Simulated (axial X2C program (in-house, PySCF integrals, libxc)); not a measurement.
# A two-component session on BaAg: properties at the nuclei

Aim: properties at the nuclei of BaAg, with spin–orbit coupling in the Hamiltonian from the start.

The runs use an in-house X2C program for linear molecules on PySCF integrals; two-component X2C with atomic mean-field terms, Ba dyall-cv3z, Ag dyall-cv3z.

All values are calculated.

**1. Input**

Input file task.json:

```json
{"zs": [56, 47], "q": 0, "bas": ["dyall-cv3z", "dyall-cv3z"], "r0": 3.24, "levels": ["PBE0", "HF", "PBE50", "TPSSh", "r2SCAN"], "nst": 2}
```

Keys: zs atomic numbers; q charge; bas basis sets; r0 starting distance in Å; levels methods (HF also brings MP2); nst determinants followed.

The run is started by

```
python soeom.py task.json out
```

Further steps of the session: Expectation values, lowest determinant; Expectation values, a higher determinant.

Before running it: what results should come out? Wanted: lowest determinant; Eeff magnitude; Ws magnitude Ba; A∥/gI Ba; qzz Ba; higher determinant (for each run or level that gives them).

As calculated:

```
                                        quantity                                    value
                              lowest determinant  Ω = 1/2 (excess of +ω over −ω: ω = 1/2)
                    Eeff magnitude (GV/cm), PBE0                                     6.34
                     Ws magnitude Ba (kHz), PBE0                                     8.98
                            A∥/gI Ba (MHz), PBE0                                     2770
                             qzz Ba (a.u.), PBE0                                    -1.54
                              higher determinant  Ω = 3/2 (excess of +ω over −ω: ω = 3/2)
Eeff magnitude (GV/cm), PBE0, higher determinant                                    0.357
 Ws magnitude Ba (kHz), PBE0, higher determinant                                    0.286
        A∥/gI Ba (MHz), PBE0, higher determinant                                      142
         qzz Ba (a.u.), PBE0, higher determinant                                    -0.97
```

**Reading.** In the first state, the effective field runs from 3.94 to 7.16 GV/cm over the mean-field levels. The expectation values come from single determinants, which for open shells can mix terms of unlike spin or miss the lowest Ω, so a determinant need not be a state. Eeff is the effective electric field on the electron dipole moment in this Ω state and Ws the scalar–pseudoscalar constant (defined with the proton number Z and per Ω); A∥ is the parallel hyperfine constant, which follows by multiplying with the nuclear g factor gI = μI/(I μN); qzz is the electric field gradient, eQq0 = 234.96 MHz × Q/barn × qzz; μ is positive if Ag is the positive end. The operators were transformed with the bare-nucleus X2C matrices.
